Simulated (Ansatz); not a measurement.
# AlClH4OSi: the cost of one run

Program: Ansatz 0.2.0. Level of theory: RKS PBE0-D4/def2-mTZVP. These are calculated values, not measurements.

## 1. The system as given

Bond lengths: Al1–Cl2 2.230 Å, Al1–H3 1.560 Å, Al1–O4 1.780 Å, O4–Si5 1.680 Å, Si5–H6 1.460 Å, Si5–H7 1.460 Å, Si5–H8 1.460 Å. Angles: Cl2–Al1–H3 120.0°, Cl2–Al1–O4 120.0°, H3–Al1–O4 120.0°, Al1–O4–Si5 125.0°, O4–Si5–H6 109.5°, O4–Si5–H7 109.5°, O4–Si5–H8 109.5°, H6–Si5–H7 109.4°, H6–Si5–H8 109.4°, H7–Si5–H8 109.4°.

As a file:

```xyz
8

Al    0.0000    0.0000    0.0000
Cl    0.0000    0.0000    2.2300
H     1.3510    0.0000   -0.7800
O    -1.5415    0.0000   -0.8900
Si   -2.6907   -1.2238   -0.8267
H    -2.2881   -2.2198    0.1620
H    -3.9833   -0.6595   -0.4496
H    -2.8007   -1.8572   -2.1376
```

## 2. Preparing the start

Input file input.yaml:

```yaml
crystal:
  periodic: [false, false, false]
  atoms:
    - { symbol: Al, position_ang: [0.0, 0.0, 0.0] }
    - { symbol: Cl, position_ang: [0.0, 0.0, 2.23] }
    - { symbol: H, position_ang: [1.351, 0.0, -0.78] }
    - { symbol: O, position_ang: [-1.5415, 0.0, -0.89] }
    - { symbol: Si, position_ang: [-2.6907, -1.2238, -0.8267] }
    - { symbol: H, position_ang: [-2.2881, -2.2198, 0.162] }
    - { symbol: H, position_ang: [-3.9833, -0.6595, -0.4496] }
    - { symbol: H, position_ang: [-2.8007, -1.8572, -2.1376] }
basis:
  gaussian: { orbitals: def2-mTZVP }
hamiltonian:
  xc: pbe0
  dispersion: d4
relax:
  f_tol: 0.02
  max_steps: 40
```

Started as:

```console
$ ansatz run input.yaml --threads 2 --pin off --max-ram 3072MiB --backend cpu --events-out ev --progress --plain --runs-dir out
```

Q: Estimate wall time and peak memory on 2 threads of Arm Neoverse V2, shared host.

About 22 s, with a peak of 0.21 GiB.
